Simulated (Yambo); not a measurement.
# HfC (Fm-3m) in Yambo: further runs, part 2 of 3

Yambo 5.3.0.

### 3 GW quasiparticle levels, PBEsol

Contents of gw3.in:

```
gw0
dyson
el_el_corr
rim_cut
HF_and_locXC
ppa
em1d
RandQpts= 1000000
RandGvec= 50 RL
EXXRLvcs= 82 Ry
VXCRLvcs= 82 Ry
Chimod= "HARTREE"
% BndsRnXp
 1 | 68 |
%
NGsBlkXp= 12 Ry
% LongDrXp
 1 | 1 | 1 |
%
PPAPntXp= 27.21138 eV
% GbndRnge
 1 | 68 |
%
GTermKind= "BG"
DysSolver= "n"
ExtendOut
% QPkrange
 1 | 8 | 3 | 13 |
%
```

Contents of scf.in:

```
&CONTROL
  calculation = 'scf'
  prefix = 'pwscf'
  outdir = './tmp'
  pseudo_dir = './pseudo'
/
&SYSTEM
  ibrav = 0
  nat = 2
  ntyp = 2
  ecutwfc = 82
  nbnd = 14
  occupations = 'smearing'
  smearing = 'fd'
  degauss = 0.00367493
  force_symmorphic = .true.
/
&ELECTRONS
  conv_thr = 4d-10
  electron_maxstep = 120
  mixing_beta = 0.5
/
ATOMIC_SPECIES
Hf   178.4900 Hf.upf
C     12.0110 C.upf
CELL_PARAMETERS angstrom
   0.0000000000    2.3250000000    2.3250000000
   2.3250000000    0.0000000000    2.3250000000
   2.3250000000    2.3250000000    0.0000000000
ATOMIC_POSITIONS crystal
Hf     0.5000000000    0.5000000000    0.5000000000
C      0.0000000000    0.0000000000    0.0000000000
K_POINTS automatic
10 10 10 0 0 0
```

Contents of nscf.in:

```
&CONTROL
  calculation = 'nscf'
  prefix = 'pwscf'
  outdir = './tmp'
  pseudo_dir = './pseudo'
/
&SYSTEM
  ibrav = 0
  nat = 2
  ntyp = 2
  ecutwfc = 82
  nbnd = 68
  occupations = 'smearing'
  smearing = 'fd'
  degauss = 0.00367493
  force_symmorphic = .true.
/
&ELECTRONS
  conv_thr = 1d-08
  diago_full_acc = .true.
  diago_thr_init = 1d-06
/
ATOMIC_SPECIES
Hf   178.4900 Hf.upf
C     12.0110 C.upf
CELL_PARAMETERS angstrom
   0.0000000000    2.3250000000    2.3250000000
   2.3250000000    0.0000000000    2.3250000000
   2.3250000000    2.3250000000    0.0000000000
ATOMIC_POSITIONS crystal
Hf     0.5000000000    0.5000000000    0.5000000000
C      0.0000000000    0.0000000000    0.0000000000
K_POINTS automatic
4 4 4 0 0 0
```

Contents of gw3_1.in:

```
gw0
dyson
el_el_corr
rim_cut
HF_and_locXC
ppa
em1d
RandQpts= 1000000
RandGvec= 50 RL
EXXRLvcs= 82 Ry
VXCRLvcs= 82 Ry
Chimod= "HARTREE"
% BndsRnXp
 1 | 68 |
%
NGsBlkXp= 12 Ry
% LongDrXp
 1 | 1 | 1 |
%
PPAPntXp= 27.21138 eV
% GbndRnge
 1 | 68 |
%
GTermKind= "BG"
DysSolver= "n"
ExtendOut
% QPkrange
 1 | 8 | 3 | 13 |
%
GfnQPdb= "E < gw3/ndb.QP"
```

Contents of gw3_2.in:

```
gw0
dyson
el_el_corr
rim_cut
HF_and_locXC
ppa
em1d
RandQpts= 1000000
RandGvec= 50 RL
EXXRLvcs= 82 Ry
VXCRLvcs= 82 Ry
Chimod= "HARTREE"
% BndsRnXp
 1 | 68 |
%
NGsBlkXp= 12 Ry
% LongDrXp
 1 | 1 | 1 |
%
PPAPntXp= 27.21138 eV
% GbndRnge
 1 | 68 |
%
GTermKind= "BG"
DysSolver= "n"
ExtendOut
% QPkrange
 1 | 8 | 3 | 13 |
%
GfnQPdb= "E < gw3_1/ndb.QP"
```

Contents of gw3_3.in:

```
gw0
dyson
el_el_corr
rim_cut
HF_and_locXC
ppa
em1d
RandQpts= 1000000
RandGvec= 50 RL
EXXRLvcs= 82 Ry
VXCRLvcs= 82 Ry
Chimod= "HARTREE"
% BndsRnXp
 1 | 68 |
%
NGsBlkXp= 12 Ry
% LongDrXp
 1 | 1 | 1 |
%
PPAPntXp= 27.21138 eV
% GbndRnge
 1 | 68 |
%
GTermKind= "BG"
DysSolver= "n"
ExtendOut
% QPkrange
 1 | 8 | 3 | 13 |
%
GfnQPdb= "E < gw3_2/ndb.QP"
```

Contents of gw3_4.in:

```
gw0
dyson
el_el_corr
rim_cut
HF_and_locXC
ppa
em1d
RandQpts= 1000000
RandGvec= 50 RL
EXXRLvcs= 82 Ry
VXCRLvcs= 82 Ry
Chimod= "HARTREE"
% BndsRnXp
 1 | 68 |
%
NGsBlkXp= 12 Ry
% LongDrXp
 1 | 1 | 1 |
%
PPAPntXp= 27.21138 eV
% GbndRnge
 1 | 68 |
%
GTermKind= "BG"
DysSolver= "n"
ExtendOut
% QPkrange
 1 | 8 | 3 | 13 |
%
GfnQPdb= "E < gw3_3/ndb.QP"
```

Potentials or basis: PseudoDojo 0.4.1 SR PBEsol standard.

The run is started by

```console
$ OMP_NUM_THREADS=1 pw.x -in scf.in > scf.out
$ OMP_NUM_THREADS=1 pw.x -in nscf.in > nscf.out
$ cd tmp/pwscf.save; p2y; mv SAVE ../..; cd ../..
$ OMP_NUM_THREADS=1 yambo
$ mkdir -p gw3; ln -s $PWD/g0w00/ndb.RIM gw3/
$ OMP_NUM_THREADS=1 yambo -F gw3.in -J gw3 -C gw3_out
$ mkdir -p gw3_1; ln -s $PWD/gw3/ndb.pp* gw3_1/
$ mkdir -p gw3_1; ln -s $PWD/g0w00/ndb.RIM gw3_1/
$ OMP_NUM_THREADS=1 yambo -F gw3_1.in -J gw3_1 -C gw3_1_out
$ # levels in gw3_1/ndb.QP reset to Eo + Z (Sx + Sc(Eo) - Vxc - shift), the shift holding the valence top or Fermi level at zero
$ mkdir -p gw3_2; ln -s $PWD/gw3/ndb.pp* gw3_2/
$ mkdir -p gw3_2; ln -s $PWD/g0w00/ndb.RIM gw3_2/
$ OMP_NUM_THREADS=1 yambo -F gw3_2.in -J gw3_2 -C gw3_2_out
$ # levels in gw3_2/ndb.QP reset to Eo + Z (Sx + Sc(Eo) - Vxc - shift), the shift holding the valence top or Fermi level at zero
$ mkdir -p gw3_3; ln -s $PWD/gw3/ndb.pp* gw3_3/
$ mkdir -p gw3_3; ln -s $PWD/g0w00/ndb.RIM gw3_3/
$ OMP_NUM_THREADS=1 yambo -F gw3_3.in -J gw3_3 -C gw3_3_out
$ # levels in gw3_3/ndb.QP reset to Eo + Z (Sx + Sc(Eo) - Vxc - shift), the shift holding the valence top or Fermi level at zero
$ mkdir -p gw3_4; ln -s $PWD/gw3/ndb.pp* gw3_4/
$ mkdir -p gw3_4; ln -s $PWD/g0w00/ndb.RIM gw3_4/
$ OMP_NUM_THREADS=1 yambo -F gw3_4.in -J gw3_4 -C gw3_4_out
$ # levels in gw3_4/ndb.QP reset to Eo + Z (Sx + Sc(Eo) - Vxc - shift), the shift holding the valence top or Fermi level at zero
```

Yambo's report:

```text
[... sections 02.01 to 02.04 as in the set-up run ...]

[... 5 lines left out ...]
  [X] Bosonic    Temperature                        :  0.258606E-1   300.100    [eV K]
  [X] Finite Temperature mode                       : yes
  [X] El. density                                   :  0.63653E+24 [cm-3]
  [X] Fermi Level                                   :  15.03356 [eV]

  [X] === Gaps and Widths ===
  [X] Conduction Band Min                           :  15.03356 [eV]
  [X] Valence Band Max                              :  15.03356 [eV]
  [X] Filled Bands                                  :   5
  [X] Metallic Bands                                :   6   9
  [X] Empty Bands                                   :   10   68

  [X] === Metallic Characters ===
  [X] N of el / N of met el                         :  16.00000   5.25051
  [X] Average metallic occ.                         :  0.328157

  [WARNING] [X] Metallic system

 [03] Transferred momenta grid and indexing
 ==========================================

 IBZ Q-points                                      :   8
 BZ  Q-points                                      :   64

 K/Q-points units:
 rlu = crystal or reduced units; cc = cartesian coordinates; iku = interal k-units

 Q [1]          [rlu]:  0.000000  0.000000  0.000000
 Q [2]          [rlu]: -0.20044E-16 -0.20044E-16  0.25000
 Q [3]          [rlu]:  0.40087E-16  0.40087E-16 -0.50000
 Q [4]          [rlu]: -0.27283E-16  0.25000      0.25000
 Q [5]          [rlu]: -0.61658E-17  0.25000      0.50000
 Q [6]          [rlu]:  0.12332E-16  0.25000     -0.25000
 Q [7]          [rlu]:  0.54566E-16 -0.50000     -0.50000
 Q [8]          [rlu]:  0.250000 -0.500000 -0.250000

 [04] Coloumb potential Random Integration (RIM)
 ===============================================

 Summary of Coulomb integrals for non-metallic bands |Q|[au] RIM/Bare

 Q [1] 0.100000E-4 0.997530 * Q [2] 0.309620 1.067779
 Q [4] 0.357518 1.067204 * Q [6] 0.505607 1.030488
 Q [5] 0.592877 1.022568 * Q [3] 0.619240 1.021209
 Q [7] 0.715036 1.017560 * Q [8] 0.799435 1.014308

 [05] Dipoles
 ============

  [05.01] Setup: observables and procedures
  =========================================

  [WF-Oscillators/G space/Transverse up loader] Normalization (few states)  min/max  :  0.40609E-16   1.0000

[... 326 lines left out ...]
   B=10 Eo=  4.47 E=  4.90 E-Eo=  0.43 Re(Z)=0.80 Im(Z)= 0.899647E-3 nlXC= -9.86940 lXC= -15.3431 So= -4.93596
   B=11 Eo=  5.55 E=  5.86 E-Eo=  0.31 Re(Z)=0.78 Im(Z)=-0.317613E-2 nlXC= -8.67490 lXC= -15.1262 So= -6.04911
   B=12 Eo=  5.55 E=  5.86 E-Eo=  0.31 Re(Z)=0.78 Im(Z)=-0.103845E-2 nlXC= -8.67489 lXC= -15.1262 So= -6.05428
   B=13 Eo=  7.06 E=  7.13 E-Eo=  0.08 Re(Z)=0.80 Im(Z)= -0.02402 nlXC= -8.24297 lXC=-14.33767 So= -5.99775

  QP [eV] @ K [5] (iku): -0.125000 -0.375000  0.375000
   B=3 Eo=-29.49 E=-29.24 E-Eo=  0.26 Re(Z)=-.05 Im(Z)= -0.04453 nlXC=-28.39352 lXC=-19.89547 So=  7.02952
   B=4 Eo=-29.40 E=-29.17 E-Eo=  0.22 Re(Z)=-.01 Im(Z)= -0.06567 nlXC=-28.39722 lXC=-19.98168 So=  8.56345
   B=5 Eo= -9.33 E= -9.64 E-Eo= -0.31 Re(Z)=0.72 Im(Z)= -0.26120 nlXC=-21.29978 lXC=-14.47226 So=  6.38556
   B=6 Eo= -4.08 E= -4.25 E-Eo= -0.17 Re(Z)=0.74 Im(Z)= -0.01758 nlXC=-16.47179 lXC=-13.11205 So=  3.13168
   B=7 Eo= -2.44 E= -2.59 E-Eo= -0.16 Re(Z)=0.77 Im(Z)=-0.541815E-2 nlXC= -16.2571 lXC= -13.6990 So=  2.35103
   B=8 Eo= -1.59 E= -1.68 E-Eo= -0.09 Re(Z)=0.77 Im(Z)=-0.139207E-2 nlXC= -16.3175 lXC= -14.3278 So=  1.86904
   B=9 Eo=  1.98 E=  2.10 E-Eo=  0.12 Re(Z)=0.79 Im(Z)=-0.121388E-2 nlXC= -9.25515 lXC= -13.6647 So= -4.26179
   B=10 Eo=  6.13 E=  6.61 E-Eo=  0.48 Re(Z)=0.79 Im(Z)= 0.145857E-1 nlXC= -8.53481 lXC= -15.5048 So= -6.36773
   B=11 Eo=  6.33 E=  6.70 E-Eo=  0.36 Re(Z)=0.76 Im(Z)=-0.124230E-1 nlXC= -8.36948 lXC= -15.3092 So= -6.46315
   B=12 Eo=  8.36 E=  8.70 E-Eo=  0.34 Re(Z)=0.78 Im(Z)=-0.107659E-1 nlXC= -9.30364 lXC= -15.9346 So= -6.19925
   B=13 Eo=  9.29 E=  9.40 E-Eo=  0.11 Re(Z)=0.77 Im(Z)= 0.220040E-2 nlXC= -7.97417 lXC= -14.5889 So= -6.47580
[... 14 lines left out ...]
  QP [eV] @ K [7] (iku): -0.500000  0.000000  0.000000
   B=3 Eo=-29.48 E=-29.54 E-Eo= -0.07 Re(Z)=0.05 Im(Z)=  0.06991 nlXC=-28.39361 lXC=-19.91823 So=  5.94800
   B=4 Eo=-29.48 E=-29.54 E-Eo= -0.07 Re(Z)=0.05 Im(Z)=  0.06980 nlXC=-28.39361 lXC=-19.91823 So=  5.95210
   B=5 Eo=-10.14 E=-10.39 E-Eo= -0.25 Re(Z)=0.67 Im(Z)=-0.136584E-1 nlXC= -21.3446 lXC= -14.2055 So=  6.76431
   B=6 Eo= -2.36 E= -2.71 E-Eo= -0.35 Re(Z)=0.77 Im(Z)=-0.278075E-2 nlXC= -17.0166 lXC= -13.7119 So=  2.84847
   B=7 Eo= -1.58 E= -1.59 E-Eo= -0.01 Re(Z)=0.80 Im(Z)=-0.932029E-3 nlXC= -12.1282 lXC= -12.3936 So=-0.271820
   B=8 Eo=  0.16 E= -0.05 E-Eo= -0.21 Re(Z)=0.77 Im(Z)=-0.132557E-2 nlXC= -13.2812 lXC= -14.4576 So= -1.45082
   B=9 Eo=  0.16 E= -0.05 E-Eo= -0.21 Re(Z)=0.77 Im(Z)=-0.132152E-2 nlXC= -13.2812 lXC= -14.4576 So= -1.45217
   B=10 Eo=  5.54 E=  6.03 E-Eo=  0.49 Re(Z)=0.79 Im(Z)=-0.361911E-3 nlXC= -9.99110 lXC= -15.8801 So= -5.26999
   B=11 Eo=  6.97 E=  7.45 E-Eo=  0.47 Re(Z)=0.74 Im(Z)= 0.827442E-2 nlXC= -8.65607 lXC= -15.8728 So= -6.57829
   B=12 Eo=  6.97 E=  7.45 E-Eo=  0.48 Re(Z)=0.74 Im(Z)= 0.851335E-2 nlXC= -8.65607 lXC= -15.8728 So= -6.57230
   B=13 Eo=  8.58 E=  8.77 E-Eo=  0.19 Re(Z)=0.76 Im(Z)=  0.12534 nlXC= -6.56608 lXC=-12.87405 So= -6.06241

  QP [eV] @ K [8] (iku): -0.500000  0.250000  0.000000
   B=3 Eo=-29.66 E=-29.76 E-Eo= -0.10 Re(Z)=0.06 Im(Z)=  0.03547 nlXC=-28.38763 lXC=-19.75971 So=  7.37987
   B=4 Eo=-29.49 E=-29.40 E-Eo=  0.09 Re(Z)=0.06 Im(Z)= -0.11204 nlXC=-28.38271 lXC=-19.89946 So=  7.16904
   B=5 Eo= -9.38 E= -9.81 E-Eo= -0.42 Re(Z)=0.89 Im(Z)=  0.10620 nlXC=-21.37654 lXC=-14.52448 So=  6.38305
   B=6 Eo= -2.77 E= -2.85 E-Eo= -0.08 Re(Z)=0.74 Im(Z)= -0.02425 nlXC=-16.32394 lXC=-13.87951 So=  2.33361
   B=7 Eo= -2.49 E= -2.69 E-Eo= -0.20 Re(Z)=0.76 Im(Z)=-0.572325E-2 nlXC= -16.0673 lXC= -13.4002 So=  2.40324
   B=8 Eo= -2.49 E= -2.69 E-Eo= -0.20 Re(Z)=0.76 Im(Z)=-0.572657E-2 nlXC= -16.0673 lXC= -13.4002 So=  2.40389
   B=9 Eo=  3.90 E=  4.08 E-Eo=  0.18 Re(Z)=0.78 Im(Z)=-0.142009E-2 nlXC= -8.94872 lXC= -14.3419 So= -5.16272
   B=10 Eo=  3.90 E=  4.08 E-Eo=  0.18 Re(Z)=0.78 Im(Z)=-0.170057E-2 nlXC= -8.94870 lXC= -14.3419 So= -5.16143
   B=11 Eo=  6.99 E=  7.48 E-Eo=  0.50 Re(Z)=0.75 Im(Z)=-0.134363E-1 nlXC= -8.64903 lXC= -15.8890 So= -6.57792
   B=12 Eo=  7.27 E=  7.64 E-Eo=  0.37 Re(Z)=0.77 Im(Z)=  0.04124 nlXC= -8.44680 lXC=-14.71258 So= -5.77693
   B=13 Eo=  8.52 E=  8.90 E-Eo=  0.38 Re(Z)=0.79 Im(Z)=  0.02604 nlXC= -9.76859 lXC=-16.56702 So= -6.31521

  [WR./gw3//ndb.QP]---------------------------------------------------------------
   Lattice constants                                :  4.393613  4.393613  4.393613
   Coulomb cutoff potential                         : none
   Electronic Temperature                           :  300.1000 [K]
   Bosonic    Temperature                           :  300.1000 [K]
   Green`s function   energies                      : Perdew, Burke & Ernzerhof SOL(X)+Perdew, Burke & Ernzerhof SOL(C)
   wavefunctions                                    : Perdew, Burke & Ernzerhof SOL(X)+Perdew, Burke & Ernzerhof SOL(C)
   PPA    diel. fun.  energies                      : Perdew, Burke & Ernzerhof SOL(X)+Perdew, Burke & Ernzerhof SOL(C)
   wavefunctions                                    : Perdew, Burke & Ernzerhof SOL(X)+Perdew, Burke & Ernzerhof SOL(C)
   QP tot states                                    :   88
   GW solver                                        : Newton
   GW approximation                                 : PPA
   PPA imaginary Energy                             :  27.21138 ev
   RIM G`s                                          :   51
   RIM random pts                                   :  1000000
   dS/dw steps                                      :  2
   dS/dw step                                       :  0.100000 ev
   X G`s                                            :  137 used
   X G`s                                            :  137 disk
   X bands                                          :    1   68
   X poles                                          :  100.0000 o/o
   X e/h E range                                    : -1.000000 -1.000000 ev
   X Hxc Kernel                                     : HARTREE
   X BZ energy Double Grid                          : no
   X Optical Averaged directions                    : none
   Sc/G bands                                       :    1   68
   Sc/G damping                                     :  0.100000 ev
   Sc bands terminator                              : yes
   Sc terminator kind                               : BG
   Sc Terminator pole                               :  40.81708
   Sx RL components                                 :  2133

   QP @ state[ 1 ] K range                          :   1   8
   QP @ state[ 1 ] b range                          :   3  13
   GF energies kind                                 : Perdew, Burke & Ernzerhof SOL(X)+Perdew, Burke & Ernzerhof SOL(C)
   GF WF`s kind                                     : Perdew, Burke & Ernzerhof SOL(X)+Perdew, Burke & Ernzerhof SOL(C)
   Xs energies kind                                 : Perdew, Burke & Ernzerhof SOL(X)+Perdew, Burke & Ernzerhof SOL(C)
   Xs WF`s kind                                     : Perdew, Burke & Ernzerhof SOL(X)+Perdew, Burke & Ernzerhof SOL(C)
```

What came out:

```yaml
Band_gap_on_the_k_mesh_mean-field_level: none (metal or under the smearing width)
```

Quasiparticle terms (eV):
```
              k point  band  Kohn-Sham level     Vxc      Σx     Σc     Z  result
(0.000, 0.000, 0.000)     3           -29.24  -20.10  -28.43   4.99  0.03  -29.33
(0.000, 0.000, 0.000)     4           -29.24  -20.10  -28.43   4.99  0.03  -29.33
(0.000, 0.000, 0.000)     5           -12.06  -13.33  -21.15   7.72  0.71  -11.97
(0.000, 0.000, 0.000)     6             1.28  -14.73  -12.92  -1.97  0.77    1.32
(0.000, 0.000, 0.000)     7             1.28  -14.73  -12.92  -1.97  0.77    1.33
(0.000, 0.000, 0.000)     8             1.28  -14.73  -12.92  -1.98  0.77    1.32
(0.000, 0.000, 0.000)     9             1.59  -13.60   -8.69  -4.49  0.80    2.10
(0.000, 0.000, 0.000)    10             1.59  -13.60   -8.69  -4.49  0.80    2.10
(0.000, 0.000, 0.000)    11             1.59  -13.60   -8.69  -4.48  0.80    2.11
(0.000, 0.000, 0.000)    12             3.60  -15.01   -9.86  -4.54  0.81    4.28
(0.000, 0.000, 0.000)    13             3.60  -15.01   -9.86  -4.54  0.81    4.28
(0.000, 0.000, 0.250)     3           -29.28  -20.07  -28.42   7.90  0.08  -29.30
(0.000, 0.000, 0.250)     4           -29.28  -20.07  -28.42   7.90  0.08  -29.29
(0.000, 0.000, 0.250)     5           -10.62  -13.79  -21.03   6.90  0.81  -10.72
(0.000, 0.000, 0.250)     6            -2.80  -13.54  -16.08   2.34  0.77   -2.78
(0.000, 0.000, 0.250)     7            -1.52  -14.27  -16.03   1.74  0.77   -1.36
(0.000, 0.000, 0.250)     8            -1.52  -14.27  -16.03   1.74  0.77   -1.36
(0.000, 0.000, 0.250)     9             3.22  -13.59   -8.60  -4.75  0.80    3.59
(0.000, 0.000, 0.250)    10             3.26  -14.19   -8.58  -5.10  0.80    3.85
(0.000, 0.000, 0.250)    11             3.26  -14.19   -8.58  -5.10  0.80    3.85
```

Caveat: the k mesh is coarse (spacing up to 0.59 Å⁻¹), so the values aren't converged; the plasmon-pole model is rough for a metal; the screening block or the number of bands is too small for a converged GW gap; the ground state has no gap, which makes the many-body step unreliable; between passes the levels were reset to the linearisation about the Kohn-Sham level, since this version mixes two points of expansion; the levels printed in its table differ; this version prints the column dSc/dw multiplied by 27.2; the terminator is approximate in this version, by hundredths of an eV.

(Continued in part 3 of 3.)
